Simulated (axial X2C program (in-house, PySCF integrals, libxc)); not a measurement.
# A two-component session on WAs: properties at the nuclei

Aim: properties at the nuclei of WAs, with spin–orbit coupling in the Hamiltonian from the start.

Method: two-component X2C with atomic mean-field terms, W dyall-cv3z, As dyall-cv3z; program: an in-house X2C program for linear molecules on PySCF integrals.

All values are calculated.

## 1. Set-up

Contents of task.json:

```json
{"zs": [74, 33], "q": 0, "bas": ["dyall-cv3z", "dyall-cv3z"], "r0": 2.58, "levels": ["PBE0", "HF", "r2SCAN", "B3LYP", "PBE50"], "nst": 3}
```

Keys: zs atomic numbers; q charge; bas basis sets; r0 starting distance in Å; levels methods (HF also brings MP2); nst determinants followed.

Started as:

```console
> python soeom.py task.json out
```

After this run come: Expectation values, lowest determinant; Expectation values, a higher determinant; Expectation values, a higher determinant.

Before running it: what results should come out? Wanted: lowest determinant; Eeff magnitude; Ws magnitude W; A∥/gI W; qzz W; higher determinant (for each run or level that gives them).

As calculated:

| quantity | value |
| --- | --- |
| lowest determinant | Ω = 3/2 (excess of +ω over −ω: ω = 1/2, ω = -3/2, ω = 5/2) |
| Eeff magnitude (GV/cm), PBE0 | 23.9 |
| Ws magnitude W (kHz), PBE0 | 14.6 |
| A∥/gI W (MHz), PBE0 | 2550 |
| qzz W (a.u.), PBE0 | 0.29 |
| higher determinant | Ω = 3/2 (excess of +ω over −ω: ω = 3/2) |
| Eeff magnitude (GV/cm), PBE0, higher determinant | 2.83 |
| Ws magnitude W (kHz), PBE0, higher determinant | 1.74 |
| A∥/gI W (MHz), PBE0, higher determinant | 741 |
| qzz W (a.u.), PBE0, higher determinant | -5.59 |
| higher determinant | Ω = 1/2 (excess of +ω over −ω: ω = 1/2) |
| Eeff magnitude (GV/cm), PBE0, higher determinant | 19.5 |
| Ws magnitude W (kHz), PBE0, higher determinant | 37.4 |
| A∥/gI W (MHz), PBE0, higher determinant | 8790 |
| qzz W (a.u.), PBE0, higher determinant | 0.70 |

In words: In the first state, the effective field runs from 20.8 to 25.6 GV/cm over the mean-field levels. The expectation values come from single determinants, which for open shells can mix terms of unlike spin or miss the lowest Ω, so a determinant need not be a state. Eeff is the effective electric field on the electron dipole moment in this Ω state and Ws the scalar–pseudoscalar constant (defined with the proton number Z and per Ω); A∥ is the parallel hyperfine constant, which follows by multiplying with the nuclear g factor gI = μI/(I μN); qzz is the electric field gradient, eQq0 = 234.96 MHz × Q/barn × qzz; μ is positive if As is the positive end. The operators were transformed with the bare-nucleus X2C matrices.
